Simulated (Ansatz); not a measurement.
# BrHSi: the cost of one run

The runs use Ansatz 0.2.0, Gaussian basis; cc-pVTZ, all electrons in the functionals, frozen cores in the correlation of double hybrids and RPA.

Plan: wB97M-V, B2PLYP, RPA-PBE, at 1.421 Å; 1.482 Å; 1.603 Å; 1.725 Å; 1.847 Å.

### 1 What is computed

The geometry derives from fragments relaxed apart (PBE0/def2-TZVP) and kept rigid, so it is no stationary point. A hydrogen atom is moved between rigid fragments. No spin-orbit coupling is included. The filled d shell of Br may be among the frozen orbitals whatever the setting's name suggests; the logs give the count.

3 atoms, charge 0, spin multiplicity 3.

Atoms are counted from 1 here; the program's logs count them from 0.

Bond lengths: Br1–H2 1.421 Å.

Geometry (Å):

```xyz
3
BrHSi
Br    0.0000    0.0000   -1.5692
H     0.0000    0.0000   -0.1486
Si    0.0000    0.0000    1.7178
```

No dispersion term is added; wB97M-V holds VV10 nonlocal correlation.

The geometry shown and the zero of energy belong to the point 1.421 Å. The yardstick, UCCSDT(Q), and other wave-function levels (R restricted, U unrestricted, valence and pair active spaces) come from earlier runs.

### 2 wB97M-V, 1.421 Å

Input file in.yaml:

```yaml
crystal:
  periodic: [false, false, false]
  atoms:
    - {symbol: Br, position_ang: [0.000000, 0.000000, -1.569200]}
    - {symbol: H, position_ang: [0.000000, 0.000000, -0.148600]}
    - {symbol: Si, position_ang: [0.000000, 0.000000, 1.717800]}
basis:
  gaussian: {orbitals: cc-pVTZ}
magnetization: {spin_polarized: true, initial_magnetization: 2}
hamiltonian: {xc: {name: wB97M-V}}
output: {orbitals: {seedname: orbitals}}
```

Command:

```
> ansatz run in.yaml --threads 1 --pin off --events-out ev --progress --plain --max-ram 4096MiB --backend cpu
```

**Question.** How long does this run take on 1 thread of AMD EPYC 7R13, shared host, and how much memory does it need?

About 20 s, with a peak of 0.31 GiB.
